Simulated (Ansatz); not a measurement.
# WHO+ (triplet): from Hartree-Fock to the top rungs, def2-SVP

One table from this session's results is given with a row withheld; the runs are named, their logs left out.

Method: def2-SVP, core rule «outside noble gas», up to 5 orbitals frozen; program: Ansatz 0.2.0, Gaussian basis.

To be run: UHF; CCSD(T) on ROHF; CCSD(T) on UHF; CISD; CCSDT(Q) on ROHF; CCSDT(Q) on UHF; CASSCF and NEVPT2, 12 electrons in 11 orbitals.

30 further runs of the same task are left out: 3 for a known fault of the program, 13 that didn't finish, 14 set aside as unsound or not needed.

### What is computed

The geometry is a PBE0/def2-TZVP stationary point (not a proven minimum) of the parent state, kept for this charge and spin. No spin-orbit coupling is included. Elements past krypton take def2 core potentials.

3 atoms, charge 1, spin multiplicity 3.

Atoms are counted from 1 here; the program's logs count them from 0.

Bond lengths: W1–O2 1.840 Å, W1–H3 2.438 Å, O2–H3 0.969 Å. Angles: O2–W1–H3 20.7°, W1–O2–H3 117.1°, W1–H3–O2 42.2°.

Set-up of the first run:

Contents of in.yaml:

```yaml
crystal:
  periodic: [false, false, false]
  atoms:
    - {symbol: W, position_ang: [0.000000, 0.005701, 0.157938]}
    - {symbol: O, position_ang: [0.000000, -0.110996, -1.677910]}
    - {symbol: H, position_ang: [0.000000, 0.722005, -2.172591]}
basis:
  gaussian: {orbitals: def2-SVP}
total_charge: 1
magnetization: {spin_polarized: true, initial_magnetization: 2}
hamiltonian: {xc: hf}
output: {orbitals: {seedname: orbitals}}
```

Run with:

```console
> ansatz run in.yaml --threads 1 --pin off --events-out ev --progress --plain --max-ram 2393MiB
```

Steps of the session up to this table: UHF; CCSD(T) on ROHF; CCSD(T) on UHF; CISD; CCSDT(Q) on ROHF; CCSDT(Q) on UHF; CASSCF and NEVPT2, 12 electrons in 11 orbitals.

One table of the session follows, with a row left open; its other results are not shown here.

```
        method  from RCCSDT(Q) (kcal/mol)
          ROHF                    +202.09
           UHF                    +176.99
          RMP2                     +21.91
          UMP2                      +6.12
         RCCSD                     +12.74
         UCCSD                      -9.37
      RCCSD(T)                      +3.16
      UCCSD(T)                     -23.00
        RCCSDT                      +1.12
        UCCSDT                     -25.73
     RCCSDT(Q)                          0
     UCCSDT(Q)                     -27.75
CASSCF valence                          ?
NEVPT2 valence                     +27.43
```

Q: Estimate the row for CASSCF valence from the others.

The run gave: from RCCSDT(Q) (kcal/mol): +119.36. In the column «from RCCSDT(Q) (kcal/mol)» it lies between NEVPT2 valence (+27.43) and UHF (+176.99).

Not comparable, so not listed: CISD (they don't share determinant, frozen orbitals or solution with the rows shown, or repeat one).

Caveats from the session: The determinant is far from a pure spin state, so its energy mixes those of several spin states (harmless only where they are near-degenerate, as at dissociation). The program flags UCCSD(T), UCCSDT(Q) as in doubt, so those rows may rest on another solution; read them beside their warnings. Warnings: spin contamination; coupled cluster took another determinant than the lowest; large T1 diagnostic. Restricted and unrestricted rows rest on different reference determinants; where their highest levels disagree by more than a few hundredths of an eV, they describe different states and don't form one ladder.
